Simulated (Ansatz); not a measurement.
Molecular dynamics of Si

input.yaml

```yaml
accuracy: low
crystal:
  lattice:
    - [0.0, 5.519032, 5.519032]
    - [5.519032, 0.0, 5.519032]
    - [5.519032, 5.519032, 0.0]
  atoms:
    - { symbol: Si, position: [0.0, 0.0, 0.0] }
    - { symbol: Si, position: [0.125, 0.125, 0.125] }
    - { symbol: Si, position: [0.0, 0.0, 0.5] }
    - { symbol: Si, position: [0.125, 0.125, 0.625] }
    - { symbol: Si, position: [0.0, 0.5, 0.0] }
    - { symbol: Si, position: [0.125, 0.625, 0.125] }
    - { symbol: Si, position: [0.0, 0.5, 0.5] }
    - { symbol: Si, position: [0.125, 0.625, 0.625] }
    - { symbol: Si, position: [0.5, 0.0, 0.0] }
    - { symbol: Si, position: [0.625, 0.125, 0.125] }
    - { symbol: Si, position: [0.5, 0.0, 0.5] }
    - { symbol: Si, position: [0.625, 0.125, 0.625] }
    - { symbol: Si, position: [0.5, 0.5, 0.0] }
    - { symbol: Si, position: [0.625, 0.625, 0.125] }
    - { symbol: Si, position: [0.5, 0.5, 0.5] }
    - { symbol: Si, position: [0.625, 0.625, 0.625] }
basis:
  ecutwfc: 420.0
kpoints:
  mp_grid: { grid: [2, 2, 2] }
hamiltonian:
  xc: lda
scf:
  occupations: { method: fermi_dirac, width: 0.24 }
  lower_state_search: "off"
md:
  timestep: 1.5
  n_steps: 110
  ensemble: nvt_langevin
  temperature: 2800.0
  initial_velocities: maxwell_boltzmann
  seed: 96057
  friction: 0.02
```

Run as:

```bash
$ ansatz run input.yaml --threads 1 --pin off --max-ram 3072MiB --backend cpu --events-out ev --progress --plain --runs-dir out
```

It starts from a structure without forces on its atoms.

Output, in part (step lines):

```
md step     0: t =     0.00 fs  T =  2625.0 K  F+E_penalty+E_count = -9736.62228486 eV  E_kin = 5.428920 eV  (7 SCF iters)
md step     1: t =     1.50 fs  T =  2951.1 K  F+E_penalty+E_count = -9736.56877318 eV  E_kin = 6.103255 eV  (6 SCF iters)
md step     2: t =     3.00 fs  T =  3026.9 K  F+E_penalty+E_count = -9736.40524139 eV  E_kin = 6.260044 eV  (7 SCF iters)
md step     3: t =     4.50 fs  T =  3046.2 K  F+E_penalty+E_count = -9736.13709255 eV  E_kin = 6.300086 eV  (7 SCF iters)
md step     4: t =     6.00 fs  T =  2601.2 K  F+E_penalty+E_count = -9735.80231802 eV  E_kin = 5.379715 eV  (7 SCF iters)
md step     5: t =     7.50 fs  T =  2460.0 K  F+E_penalty+E_count = -9735.43838652 eV  E_kin = 5.087654 eV  (5 SCF iters)
md step     6: t =     9.00 fs  T =  2422.7 K  F+E_penalty+E_count = -9735.05494425 eV  E_kin = 5.010541 eV  (5 SCF iters)
md step     7: t =    10.50 fs  T =  2232.4 K  F+E_penalty+E_count = -9734.65956873 eV  E_kin = 4.617009 eV  (6 SCF iters)
[... lines left out ...]
md step   109: t =   163.50 fs  T =  2198.6 K  F+E_penalty+E_count = -9727.48543813 eV  E_kin = 4.547084 eV  (5 SCF iters)
md step   110: t =   165.00 fs  T =  2014.9 K  F+E_penalty+E_count = -9727.22515529 eV  E_kin = 4.167183 eV  (7 SCF iters)
```

The steps, from the saved trajectory:

```csv
time (fs),T (K),potential energy less start (eV)
0.0,2625,0.000
4.5,3046,0.485
9.0,2423,1.567
13.5,1565,2.658
18.0,1657,3.393
22.5,1302,3.989
27.0,1426,4.337
31.5,1786,4.401
36.0,2080,4.442
40.5,2192,4.540
45.0,2228,4.695
49.5,2717,4.711
54.0,3103,4.555
58.5,3222,4.444
63.0,2902,4.680
67.5,2904,5.035
72.0,2774,5.640
76.5,2540,6.213
81.0,2151,6.804
85.5,1991,7.085
90.0,2461,7.149
94.5,2694,7.088
99.0,3030,7.076
103.5,2863,7.196
108.0,2639,7.460
112.5,2341,7.851
117.0,2417,8.222
121.5,2412,8.666
126.0,2691,9.162
130.5,2706,9.360
135.0,2775,9.286
139.5,3014,8.754
144.0,3033,8.198
148.5,3233,7.751
153.0,3720,7.612
157.5,2767,8.042
162.0,2463,8.863
```

The run went to its last step. A run of 0.17 ps of so small a system gives no equilibrium averages. Limits of this set-up: coarse k mesh, low accuracy level.

Mean squared displacements from the first frame to the last, about the centre of mass: Si 0.89 Å².

Last frame:

```xyz
16
Lattice="0.0000 5.5190 5.5190 5.5190 0.0000 5.5190 5.5190 5.5190 0.0000" Properties=species:S:1:pos:R:3
Si -1.254 -0.204 -1.047
Si 1.208 1.988 1.915
Si 2.120 2.436 -0.217
Si 3.693 4.127 0.547
Si 3.200 -0.838 2.812
Si 3.444 1.584 3.485
Si 5.350 2.706 2.148
Si 6.498 4.115 3.868
Si 0.388 2.095 4.082
Si 1.844 4.849 4.985
Si 2.299 4.490 2.608
Si 3.566 6.934 3.365
Si 2.792 2.607 5.674
Si 4.665 3.922 6.065
Si 5.889 5.765 5.665
Si 7.275 7.006 7.223
```

Run time: 8.3 min on 1 thread of Arm Neoverse V2 (shared host), peak memory 0.58 GiB.
